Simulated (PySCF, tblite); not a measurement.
# C2H5BF2O: geometry, infrared bands, NMR shifts and spin-spin couplings

Wanted: the infrared bands, NMR shifts and spin-spin couplings of C2H5BF2O (`CCOB(F)F`), by calculation.

Computed with tblite 0.8.0 and PySCF 2.14.0, with density-fitted response routines of our own, on a single molecule in the gas phase. Atoms count from 0, in the outputs and in this text.

### Step 1. Starting geometry

11 atoms, charge 0, multiplicity 1; geometry from: force field or distance geometry start.

Bonds of the start (Å): C0–C1 1.48, C1–O2 1.39, O2–B3 1.44, B3–F4 1.47, B3–F5 1.45, C0–H6 1.12, C0–H7 1.13, C0–H8 1.11, C1–H9 1.13, C1–H10 1.10.

### Step 2. Geometry optimisation with GFN2-xTB

Job settings and geometry (Å):

```
{"job": {"kind": "relax", "xc": "GFN2-xTB", "basis": "xTB"}, "charge": 0, "multiplicity": 1}
C     -1.628000     0.164800    -0.318100
C     -0.233900    -0.245700    -0.062400
O      0.622700     0.715100     0.449400
B      1.970000     0.259000     0.674900
F      2.264300    -1.077400     0.141600
F      3.003200     1.234200     0.368100
H     -2.264200    -0.746900    -0.215900
H     -1.966200     0.871700     0.491200
H     -1.765600     0.581500    -1.336900
H     -0.256100    -1.058700     0.724700
H      0.259000    -0.695000    -0.942600
```

Command:

```
> OMP_NUM_THREADS=1 python probes_run.py task.json out
```

The driver reads the jobs from task.json and runs them one after another.

**Question.** This job is followed by: GFN2-xTB harmonic vibrations, gas phase; GIAO PBE0/pcSseg-1 NMR shielding, non-relativistic, gas phase; B3LYP/pcJ-1 indirect spin-spin coupling, non-relativistic, gas phase. What will the session give for the following? strongest single infrared mode (GFN2-xTB); zero-point energy (GFN2-xTB); 13C shifts against TMS (PBE0/pcSseg-1); 1H shifts against TMS (PBE0/pcSseg-1, means over atoms taken as alike); 17O shifts against H2O (PBE0/pcSseg-1); 11B shifts against BF3·OEt2 (PBE0/pcSseg-1); 19F shifts against CFCl3 (PBE0/pcSseg-1, means over atoms taken as alike); surface potential, 1st and 99th percentile; largest coupling of the table (B3LYP/pcJ-1).

**Answer**, as computed:

| quantity | value |
| --- | --- |
| strongest single infrared mode (GFN2-xTB) | 1426 cm⁻¹, 574 km/mol |
| zero-point energy (GFN2-xTB) | 49.0 kcal/mol |
| 13C shifts against TMS (PBE0/pcSseg-1) | 65.0, 18.4 ppm |
| 1H shifts against TMS (PBE0/pcSseg-1, means over atoms taken as alike) | 4.20, 1.37 ppm |
| 17O shifts against H2O (PBE0/pcSseg-1) | 96.9 ppm |
| 11B shifts against BF3·OEt2 (PBE0/pcSseg-1) | 11.8 ppm |
| 19F shifts against CFCl3 (PBE0/pcSseg-1, means over atoms taken as alike) | -136.5 ppm |
| surface potential, 1st and 99th percentile | -0.99 V and 1.63 V |
| largest coupling of the table (B3LYP/pcJ-1) | 1J(C,H) C1–H9, 149.4 Hz |

**Reading.** Over 55 steps the energy fell by 1.655 eV; of the close pairs, B3–F4 changed most, 1.469 to 1.330 Å. The lowest mode is imaginary (45i cm⁻¹), so the xTB geometry is not a minimum. The strongest single mode, at 1426 cm⁻¹, moves mainly B3. Unscaled tight-binding wavenumbers are off by several per cent, some by more. Its intensities can rank the bands wrongly. The most deshielded hydrogen is H9, H10 (mean) (hydrogen on an sp3 CH2 bonded to O), at 4.20 ppm: its carbon carries O, which withdraws density. At PBE0/pcSseg-1: Shielding is most anisotropic at F4, F5 (span 187 ppm, paramagnetic term -161 ppm). Of the pairs tabulated at B3LYP/pcJ-1, C1–H9 (mean over like pairs) couples most strongly (149.4 Hz; Fermi contact 148.5 Hz). Couplings across rotatable bonds belong to this one conformer; where others are populated, the observed values are averages. Density functionals describe couplings to fluorine poorly, F–F couplings above all, so those rows are rough.
